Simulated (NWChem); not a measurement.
# GaPH6 (SMILES [PH3+][GaH3-]) at 4 levels

Aim: a comparison of 4 runs (HF/STO-3G, HF/3-21G, B3LYP/6-31G*) of GaPH6. 

Program for the calculation: NWChem 7.3.0.

## Step 1: The molecule

GaPH6: 8 atoms, total charge 0, spin state singlet. As SMILES, `[PH3+][GaH3-]`. The shape is that of a PBE0-D4/def2-TZVP optimisation.

Bond lengths: P1–Ga2 2.522 Å, P1–H3 1.410 Å, P1–H4 1.410 Å, P1–H5 1.410 Å, Ga2–H6 1.576 Å, Ga2–H7 1.576 Å, Ga2–H8 1.576 Å. Some angles: P1–Ga2–H6 96.7°, P1–Ga2–H7 96.7°, P1–Ga2–H8 96.7°, Ga2–P1–H3 119.2°, Ga2–P1–H4 119.3°, Ga2–P1–H5 119.2°, H6–Ga2–H7 118.6°, H6–Ga2–H8 118.6°, H7–Ga2–H8 118.7°, H3–P1–H4 98.2°.

## Step 2: Energy and forces at HF/STO-3G (run 1)

test.nw

```
start test
memory stack 880 mb heap 220 mb global 1100 mb

geometry units angstrom noautosym nocenter noautoz
  P       -0.528400       0.017100      -0.933000
  Ga       0.741900      -0.040500       1.245000
  H       -1.936300       0.093600      -0.905600
  H       -0.402500      -1.061200      -1.833000
  H       -0.287000       1.067800      -1.842000
  H        0.233500       1.347500       1.792500
  H        2.184400      -0.121500       0.614700
  H        0.086600      -1.360000       1.805700
end

basis spherical bse
  * library STO-3G
end

scf
  thresh 1e-08
  maxiter 80
end

task scf gradient
```

Started as:

```console
$ nwchem test.nw > test.out
```

Log:

```text
[...]
  functions       =    33
[...]
  wavefunction    = RHF
[...]
         Total SCF energy =  -2241.259677839259
      One-electron energy =  -3481.848480680580
      Two-electron energy =   1070.430596660114
 Nuclear repulsion energy =    170.158206181206
        Time for solution =      1.6s
[...]
                         RHF ENERGY GRADIENTS
    atom               coordinates                        gradient
                 x          y          z           x          y          z
   1 P      -0.998531   0.032314  -1.763114    0.009205  -0.000493   0.015571
   2 Ga      1.401988  -0.076534   2.352709   -0.003918   0.000213  -0.006662
   3 H      -3.659076   0.176878  -1.711336   -0.022223   0.001203  -0.001168
   4 H      -0.760615  -2.005377  -3.463868    0.000948  -0.016222  -0.015198
   5 H      -0.542351   2.017849  -3.480875    0.002712   0.015901  -0.015301
   6 H       0.441251   2.546406   3.387334   -0.019168   0.054455   0.022844
   7 H       4.127917  -0.229602   1.161615    0.057401  -0.003212  -0.023426
   8 H       0.163650  -2.570027   3.412278   -0.024958  -0.051845   0.023340
[...]
```

Wall time 2.5 s (1 thread of AMD EPYC 9R45 (Zen 5), shared host); peak memory 0.1 GiB.

## Step 3: Energy and gradient at HF/3-21G (run 2)

run.py

```python
from ase import Atoms
from ase.calculators.nwchem import NWChem

system = Atoms(['P', 'Ga', 'H', 'H', 'H', 'H', 'H', 'H'], positions=[
    [-0.528400, 0.017100, -0.933000],
    [0.741900, -0.040500, 1.245000],
    [-1.936300, 0.093600, -0.905600],
    [-0.402500, -1.061200, -1.833000],
    [-0.287000, 1.067800, -1.842000],
    [0.233500, 1.347500, 1.792500],
    [2.184400, -0.121500, 0.614700],
    [0.086600, -1.360000, 1.805700],
])

calc = NWChem(
    label='m1',
    theory='scf',
    memory='2200 mb',
    basis='3-21G',
    basispar='spherical bse',
    scf={'nopen': '0', 'rhf': None, 'thresh': '1e-08', 'maxiter': '80', 'print': 'low'},
)
system.calc = calc

forces = system.get_forces()
e = system.get_potential_energy()
print(f"E = {e:.6f} eV")
print("forces (eV/A):")
for s, f in zip(system.symbols, forces):
    print(f"{s:2s} {f[0]:10.5f} {f[1]:10.5f} {f[2]:10.5f}")
```

Started as:

```console
$ export ASE_NWCHEM_COMMAND="nwchem PREFIX.nwi > PREFIX.nwo"
$ python run.py
```

Log:

```text
E = -61395.544446 eV
forces (eV/A):
P    -0.60899    0.02941   -1.03775
Ga    0.28930   -0.01440    0.49540
H     0.00818    0.00015    0.14794
H     0.09354   -0.06474    0.09724
H     0.09935    0.05512    0.09529
H    -0.03769    0.17458    0.11580
H     0.21119   -0.01203   -0.03229
H    -0.05487   -0.16810    0.11837
```

The calculator wrote m1.nwi:

```
title "m1"

permanent_dir m1

scratch_dir m1

start m1

geometry units angstrom nocenter noautosym noautoz
  P  -5.2839999999999998e-01 1.7100000000000001e-02 -9.3300000000000005e-01
  Ga 7.4190000000000000e-01 -4.0500000000000001e-02 1.2450000000000001e+00
  H  -1.9362999999999999e+00 9.3600000000000003e-02 -9.0559999999999996e-01
  H  -4.0250000000000002e-01 -1.0611999999999999e+00 -1.8330000000000000e+00
  H  -2.8699999999999998e-01 1.0678000000000001e+00 -1.8420000000000001e+00
  H  2.3350000000000001e-01 1.3474999999999999e+00 1.7925000000000000e+00
  H  2.1844000000000001e+00 -1.2150000000000000e-01 6.1470000000000002e-01
  H  8.6599999999999996e-02 -1.3600000000000001e+00 1.8057000000000001e+00
end

memory 2200 mb

basis spherical bse noprint
   * library 3-21G
end

scf
  nopen 0
  rhf
  thresh 1e-08
  maxiter 80
  print low
end

task scf gradient
```

m1.nwo:

```text
Northwest Computational Chemistry Package (NWChem) 7.3.0
             --------------------------------------------------------

           Job information
           ---------------

    nwchem branch   = 7.3.0
    use scalapack   = T
    input           = m1.nwi
    prefix          = m1.
    data base       = m1/m1.db
    status          = startup
    nproc           =        1

           Memory information
           ------------------

[... 5 lines left out ...]
    hardfail = no
[... 105 lines left out ...]
       Final RHF  results
[... 3 lines left out ...]
      One-electron energy =  -3487.612789109950
[... 1 line left out ...]
 Nuclear repulsion energy =    170.158206181206
[... 3 lines left out ...]
                              NWChem Gradients Module
                              -----------------------

                         RHF ENERGY GRADIENTS

    atom               coordinates                        gradient
                 x          y          z           x          y          z
   1 P      -0.998531   0.032314  -1.763114    0.011843  -0.000572   0.020181
   2 Ga      1.401988  -0.076534   2.352709   -0.005626   0.000280  -0.009634
   3 H      -3.659076   0.176878  -1.711336   -0.000159  -0.000003  -0.002877
[... 4 lines of this table left out ...]
   8 H       0.163650  -2.570027   3.412278    0.001067   0.003269  -0.002302

 Task  times  cpu:        1.5s     wall:        1.5s
 Total times  cpu:        1.5s     wall:        1.5s
```

Wall time 2.2 s (1 thread of AMD EPYC 9R45 (Zen 5), shared host); peak memory 0.1 GiB.

Run 3 isn't shown in full; the table further down has it.

## Step 4: Energy and gradient at B3LYP/6-31G(d) (Cartesian functions) (run 4)

input.nw

```
start input
title "GaH6P B3LYP"
memory 2200 mb
charge 0
geometry units angstrom noautosym nocenter noautoz
P     -0.528400     0.017100    -0.933000
Ga     0.741900    -0.040500     1.245000
H     -1.936300     0.093600    -0.905600
H     -0.402500    -1.061200    -1.833000
H     -0.287000     1.067800    -1.842000
H      0.233500     1.347500     1.792500
H      2.184400    -0.121500     0.614700
H      0.086600    -1.360000     1.805700
end
basis cartesian
* library 6-31G*
end
dft
xc b3lyp
grid xfine
convergence energy 1e-08
maxiter 100
mulliken
noprint "final vectors analysis"
end
task dft gradient
```

Started as:

```console
$ nwchem input.nw > input.out
```

Log:

```text
[...]
          Wavefunction type:  closed shell.
          No. of atoms     :     8
          No. of electrons :    52
[...]
          Charge           :     0
          Spin multiplicity:     1
[...]
          AO basis - number of functions:    66
[...]
              XC Information
              --------------
                         B3LYP Method XC Potential
                     Hartree-Fock (Exact) Exchange  0.200
                        Slater Exchange Functional  0.800 local
                    Becke 1988 Exchange Functional  0.720 non-local
              Lee-Yang-Parr Correlation Functional  0.810
                  VWN I RPA Correlation Functional  0.190 local
[...]
 d= 0,ls=0.0,diis     1  -2269.5162255340 -2.44D+03  1.20D-02  7.67D-01     1.7
[...]
 d= 0,ls=0.0,diis     8  -2269.5551190379 -9.90D-10  2.81D-06  6.33D-08    10.4
         Total DFT energy =    -2269.555119037948
      One electron energy =    -3498.040795285639
           Coulomb energy =     1158.826279167255
    Exchange-Corr. energy =     -100.498809100771
 Nuclear repulsion energy =      170.158206181206
[...]
      Total Density - Mulliken Population Analysis
     ---------------------------------------------
    Atom       Charge   Shell Charges
 -----------   ------   -------------------------------------------------------
    1 P   15    14.92   2.00  1.99  5.97  1.25  2.49  0.42  0.71  0.09
    2 Ga  31    31.26   2.00  1.99  6.00  1.95  5.99  1.31  1.72  0.08  0.19  6.85  2.94  0.23
    3 H    1     0.94   0.51  0.43
    4 H    1     0.94   0.51  0.43
    5 H    1     0.94   0.51  0.43
    6 H    1     1.00   0.48  0.52
    7 H    1     1.00   0.48  0.52
    8 H    1     1.00   0.48  0.52
[...]
  wavefunction    = closed shell
[...]
```

Run time: 15 s. Hardware: 1 thread of AMD EPYC 9R45 (Zen 5), shared host; peak memory 0.14 GiB.

## Step 5: Overview of the runs

| run | level | iteration cap | module | energy (Eh) | dipole moment (D) | largest force (eV/Å) | wall time |
| --- | --- | --- | --- | --- | --- | --- | --- |
| 1 | HF/STO-3G | 80 | scf | -2241.259678 | 5.49 | 3.193 | 2.5 s |
| 2 | HF/3-21G | 80 | scf | -2256.244661 | – | 1.204 | 2.2 s |
| 3 | B3LYP/6-31G* (spherical functions) | 100 | dft | -2269.548174 | 4.18 | 0.186 | 15 s |
| 4 | B3LYP/6-31G* (Cartesian functions) | 100 | dft | -2269.555119 | 4.17 | 0.206 | 15 s |

## Step 6: Results

| quantity | value |
| --- | --- |
| run 4: total energy | -2269.55512 Eh |
| run 4: dipole moment | 4.17 D |
| run 4: largest force on an atom | 0.206 eV/Å |

Over runs 1, 3, 4 the dipole moment (its size) runs from 4.17 D (B3LYP/6-31G*) to 5.49 D (HF/STO-3G). The two ends differ in method and basis. In run 1 the basis is minimal, so the values are rough. All runs together took 34 s, the longest 15 s.
